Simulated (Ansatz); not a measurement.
# CH₄OSZn: one species, many methods

The task here is to estimate one member of a computed series from the others.

Program: Ansatz 0.2.0, Gaussian basis. Level of theory: functionals in def2-TZVPP, the program's frozen cores in correlated methods. These are calculated values, not measurements.

Plan: PBE-D4, r2SCAN-D4, PBE0-D4, B3LYP-D4, ωB97X-V, ωB97M-V, B2PLYP; CCSD(T)/def2-TZVPP; MP2/def2-QZVPP; extrapolation to the limit.

## The relaxed structure

The geometry comes from an earlier relaxation with PBE0-D4 in a triple-zeta def2 set; it is a stationary point, not always the lowest conformer.

8 atoms, charge 0, spin multiplicity 1.

Atoms are counted from 1 here; the program's logs count them from 0.

Bond lengths: O1–C2 1.424 Å, O1–H5 0.959 Å, C2–Zn3 1.972 Å, C2–H6 1.097 Å, C2–H7 1.093 Å, Zn3–S4 2.180 Å, S4–H8 1.345 Å. Angles: C2–O1–H5 108.7°, O1–C2–Zn3 113.7°, O1–C2–H6 111.5°, O1–C2–H7 105.9°, Zn3–C2–H6 111.5°, Zn3–C2–H7 107.5°, H6–C2–H7 106.1°, C2–Zn3–S4 177.5°, Zn3–S4–H8 92.6°.

The first run:

File in.yaml:

```yaml
crystal:
  periodic: [false, false, false]
  atoms:
    - {symbol: O, position_ang: [-0.458915, 1.446624, -1.328880]}
    - {symbol: C, position_ang: [0.345469, 1.039060, -0.226208]}
    - {symbol: Zn, position_ang: [0.248597, -0.893081, 0.156184]}
    - {symbol: S, position_ang: [0.104255, -3.042242, 0.492119]}
    - {symbol: H, position_ang: [-1.381916, 1.364976, -1.082327]}
    - {symbol: H, position_ang: [0.134188, 1.637895, 0.668583]}
    - {symbol: H, position_ang: [1.376569, 1.267483, -0.506884]}
    - {symbol: H, position_ang: [-0.276045, -2.877813, 1.771714]}
basis:
  gaussian: {orbitals: def2-TZVPP}
hamiltonian: {xc: pbe, dispersion: d4}
output: {forces: true, orbitals: {seedname: orbitals}}
```

Run with:

```bash
ansatz run in.yaml --threads 4 --pin off --events-out ev --progress --plain --max-ram 10444MiB
```

Steps of the session up to this table: PBE-D4 (GGA); r2SCAN-D4 (meta-GGA); PBE0-D4 (hybrid); B3LYP-D4 (hybrid); ωB97X-V (range-separated); ωB97M-V (range-separated); B2PLYP (double hybrid); CCSD(T) in def2-TZVPP; MP2 in def2-QZVPP.

One table of the session follows, with a row left open; its other results are not shown here.

| method | atomisation energy (kJ/mol) |
| --- | --- |
| PBE-D4 | 2521.4 |
| r2SCAN-D4 | 2487.1 |
| PBE0-D4 | 2465.2 |
| B3LYP-D4 | 2438.4 |
| ωB97X-V | 2480.0 |
| ωB97M-V | ? |
| B2PLYP | 2421.5 |
| HF/def2-TZVPP | 1683.8 |
| MP2/def2-TZVPP | 2446.4 |
| CCSD/def2-TZVPP | 2343.8 |
| CCSD(T)/def2-TZVPP | 2388.5 |
| MP2/CBS | 2525.4 |
| CCSD(T)/CBS | 2467.5 |

Q: Estimate the row for ωB97M-V from the others.

The run gave: atomisation energy (kJ/mol): 2475.6. In the column «atomisation energy (kJ/mol)» it lies between CCSD(T)/CBS (2467.5) and ωB97X-V (2480.0).

Caveats from the session: Free atoms (1 O, 1 C, 1 Zn, 1 S, 4 H) were run apart at each level; the atomisation energy is their sum less the molecule, without zero-point or spin-orbit terms.
